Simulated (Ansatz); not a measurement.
FH₃SbSi, SMILES [F][Sb][SiH3], a rigid scan of one bond length

With the Python package of Ansatz (0.2.0).

At the Python prompt:
```pycon
>>> import ansatz as az
>>> from ase import Atoms
>>> import numpy as np
>>> atoms = Atoms(["F", "Sb", "Si", "H", "H", "H"], positions=[
...     (1.3836, -1.7721, 1.3785),
...     (-0.3173, -1.9118, 0.254),
...     (-0.3059, 0.544, -0.3401),
...     (-1.3367, 0.8685, -1.2066),
...     (0.9861, 0.8528, -1.0372),
...     (-0.3677, 1.3546, 0.9051),
... ])
>>> system = az.Crystal.molecule_from_ase(atoms)
>>> symbols = [site.symbol for site in system.cartesian_sites]
>>> start = np.array([site.position_ang for site in system.cartesian_sites])
>>> axis = (start[0] - start[1]) / np.linalg.norm(start[0] - start[1])
>>> moving = [0]
>>> lengths, energies = [1.799, 1.88, 1.962, 2.044, 2.126, 2.207, 2.289, 2.412], []
>>> for length in lengths:
...     xyz = start.copy()
...     xyz[moving] += (length - np.linalg.norm(start[0] - start[1])) * axis
...     point = az.Crystal.molecule()
...     for symbol, place in zip(symbols, xyz):
...         point = point.atom(symbol, place.tolist())
...     model = point.calculation()
...     model = model.basis(gaussian="def2-SVP")
...     model = model.functional("r2SCAN").spin("collinear", total=1)
...     report = model.run().report
...     energies.append(report["free_energy_ev"])
...     print(f"r = {length:6.3f} A  E = {energies[-1]:.5f} eV  <S^2> = {abs(report['mean_field']['state']['spin_squared']):.3f}")
...
r =  1.799 A  E = -17176.24576 eV  <S^2> = 0.755
r =  1.880 A  E = -17176.54355 eV  <S^2> = 0.755
r =  1.962 A  E = -17176.62413 eV  <S^2> = 0.754
r =  2.044 A  E = -17176.55543 eV  <S^2> = 0.754
r =  2.126 A  E = -17176.38930 eV  <S^2> = 0.755
r =  2.207 A  E = -17176.16544 eV  <S^2> = 0.755
r =  2.289 A  E = -17175.90397 eV  <S^2> = 0.755
r =  2.412 A  E = -17175.48394 eV  <S^2> = 0.756
>>> # quartic fit about the minimum
>>> fit = np.polynomial.Polynomial.fit(lengths, np.array(energies) - min(energies), 4).convert()
>>> roots = [r.real for r in fit.deriv().roots() if abs(r.imag) < 1e-9 and fit.deriv(2)(r.real) > 0]
>>> r_e = min(roots, key=lambda r: abs(r - lengths[int(np.argmin(energies))]))
>>> print(f"minimum of the fit at {r_e:.4f} A, force constant {fit.deriv(2)(r_e):.2f} eV/A^2")
minimum of the fit at 1.9606 A, force constant 22.61 eV/A^2
```

Notes:
- The settings weren't tested for convergence.
- The rest of the molecule is held rigid at a force-field or estimated start geometry, and the basis set is modest; single-reference methods fail as a bond breaks.
- def2 sets replace the cores of elements past krypton by effective core potentials.
- The species is open-shell (spin multiplicity 2).
- Spin-orbit coupling of the heavy open-shell atom is left out.
- Hardware and time: 51 s on 1 thread of Arm Neoverse V2 (shared host), peak memory 0.26 GiB.
